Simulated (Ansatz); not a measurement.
# H₄O₃SeTi: vertical ionisation energy

An exercise on one series of results from a longer session: the logs are not shown, and one member is left open.

Program: Ansatz 0.2.0, Gaussian basis. Level of theory: unrestricted cation, the program's frozen cores in correlated methods. These are calculated values, not measurements.

Plan: UKS PBE-D4/def2-TZVPP; UKS r2SCAN-D4/def2-TZVPP; UKS PBE0-D4/def2-TZVPP; UKS B3LYP-D4/def2-TZVPP; UKS wB97X-V/def2-TZVPP; UKS wB97M-V/def2-TZVPP; UKS B2PLYP/def2-TZVPP; UHF-CCSD(T)/def2-TZVPP; UHF-MP2/def2-QZVPP; extrapolation to the limit; then −ε(HOMO) from the neutral's earlier runs with LDA (SPW92), PBE-D4, revPBE-D4, BLYP-D4, r2SCAN-D4, B97M-V, PBE0-D4, B3LYP-D4, r2SCANh-D4, r2SCAN0-D4, HSE06-D4, BHLYP-D4, CAM-B3LYP-D4, LC-ωPBE, ωB97X-V, ωB97M-V.

## The geometry

An earlier PBE0-D4 in a triple-zeta def2 set relaxation fixed the geometry.

SMILES `[OH][Ti]([OH])([OH])[SeH]`, 9 atoms, charge 0, spin multiplicity 1.

Atoms are counted from 1 here; the program's logs count them from 0.

Bond lengths: O1–Ti2 1.791 Å, O1–H6 0.958 Å, Ti2–O3 1.785 Å, Ti2–O4 1.782 Å, Ti2–Se5 2.451 Å, O3–H7 0.958 Å, O4–H8 0.957 Å, Se5–H9 1.472 Å. Angles: Ti2–O1–H6 130.8°, O1–Ti2–O3 111.5°, O1–Ti2–O4 110.2°, O1–Ti2–Se5 110.6°, O3–Ti2–O4 112.3°, O3–Ti2–Se5 104.2°, O4–Ti2–Se5 107.8°, Ti2–O3–H7 132.5°, Ti2–O4–H8 136.3°, Ti2–Se5–H9 91.1°.

Set-up of the first run:

Input file in.yaml:

```yaml
crystal:
  periodic: [false, false, false]
  atoms:
    - {symbol: O, position_ang: [-0.225133, 1.196671, -1.418167]}
    - {symbol: Ti, position_ang: [0.259223, 0.038521, -0.141137]}
    - {symbol: O, position_ang: [2.025198, -0.224538, -0.131074]}
    - {symbol: O, position_ang: [-0.650841, -1.483472, -0.311962]}
    - {symbol: Se, position_ang: [-0.223114, 0.952537, 2.081129]}
    - {symbol: H, position_ang: [-0.963933, 1.183777, -2.028506]}
    - {symbol: H, position_ang: [2.562304, -1.005249, 0.011544]}
    - {symbol: H, position_ang: [-1.128332, -2.073079, 0.271527]}
    - {symbol: H, position_ang: [-1.566970, 1.368631, 1.649546]}
basis:
  gaussian: {orbitals: def2-TZVPP}
total_charge: 1
magnetization: {spin_polarized: true, initial_magnetization: 1}
hamiltonian: {xc: pbe, dispersion: d4}
```

Run with:

```bash
ansatz run in.yaml --threads 2 --pin off --events-out ev --progress --plain --max-ram 32768MiB --backend cpu
```

Among the steps run: Cation, UKS PBE-D4/def2-TZVPP; Cation, UKS r2SCAN-D4/def2-TZVPP; Cation, UKS PBE0-D4/def2-TZVPP; Cation, UKS B3LYP-D4/def2-TZVPP; Cation, UKS wB97X-V/def2-TZVPP; Cation, UKS wB97M-V/def2-TZVPP; Cation, UKS B2PLYP (frozen core)/def2-TZVPP; Cation, UHF-CCSD(T)/def2-TZVPP; Cation, UHF-MP2/def2-QZVPP.

One of the session's tables, all rows but one given; the rest of the session is left out.

For comparison, −ε(HOMO) of the neutral from earlier runs:

```
  functional  −ε(HOMO) (eV)
 LDA (SPW92)           5.91
      PBE-D4           5.74
   revPBE-D4           5.67
     BLYP-D4           5.58
   r2SCAN-D4           6.01
      B97M-V           6.04
     PBE0-D4           6.86
    B3LYP-D4           6.63
  r2SCANh-D4           6.42
  r2SCAN0-D4           7.05
    HSE06-D4              ?
    BHLYP-D4           7.85
CAM-B3LYP-D4           8.10
     LC-ωPBE           9.40
     ωB97X-V           9.08
     ωB97M-V           8.96
```

Q: Estimate the row for HSE06-D4 from the others.

As computed: −ε(HOMO) (eV): 6.47. In the column «−ε(HOMO) (eV)» it lies between r2SCANh-D4 (6.42) and B3LYP-D4 (6.63).
